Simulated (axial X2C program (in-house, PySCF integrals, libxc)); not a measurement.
# Linear CoNC⁻ at several levels

An exercise on one series of results from a longer session: the logs are not shown, and one member is left open.

The runs use an in-house X2C program for linear molecules on PySCF integrals; all-electron X2C, two-component (2c) or spin-free, Co dyall-v3z, N dyall-av3z, C dyall-v3z.

All values are calculated.

2 further runs of the same task are left out: 2 set aside as unsound or not needed.

Set-up of the first run:

task.json

```json
{
 "zs": [
  27,
  7,
  6
 ],
 "q": -1,
 "bas": [
  "dyall-v3z",
  "dyall-av3z",
  "dyall-v3z"
 ],
 "r0": [
  1.77,
  1.17
 ],
 "symm": 0,
 "scan": [
  "PBE0",
  "HF",
  "TPSSh"
 ],
 "levels": [
  "PBE0",
  "HF",
  "TPSSh"
 ],
 "nst": 2
}
```

Keys: zs atomic numbers; q charge; bas basis sets; r0 starting distance in Å; symm equal bonds; scan levels of the two-bond scan; levels methods; nst determinants followed.

Launch:

```sh
$ python solin.py task.json out
```

Masses Co 58.933, N 14.003, C 12.000 u.

Steps of the session up to this table: Scan at PBE0, 2c; Scan at TPSSh, 2c; Scan at PBE0, spin-free.

One table of the session follows, with a row left open; its other results are not shown here.

| level | lower stretch (cm⁻¹) | upper stretch (cm⁻¹) |
| --- | --- | --- |
| PBE0, 2c | 382.1 | 2161.6 |
| TPSSh, 2c | ? | ? |
| PBE0, spin-free | 382.3 | 2161.3 |
| TPSSh, spin-free | 392.8 | 2098.5 |

**Question.** Estimate the row for TPSSh, 2c.

As computed: lower stretch (cm⁻¹): 392.5; upper stretch (cm⁻¹): 2099.1. In the column «lower stretch (cm⁻¹)» it lies between PBE0, spin-free (382.3) and TPSSh, spin-free (392.8).

Scans not shown above were run alike.

For an anion the highest level of a functional can be positive, and the basis then holds the extra electron. The molecule was held linear; bending was not examined, so a bent shape may lie lower. Note: functional without a current term on a determinant with orbital currents, of the molecule or an atom. Note: several unpaired electrons, one determinant need not be a pure state.
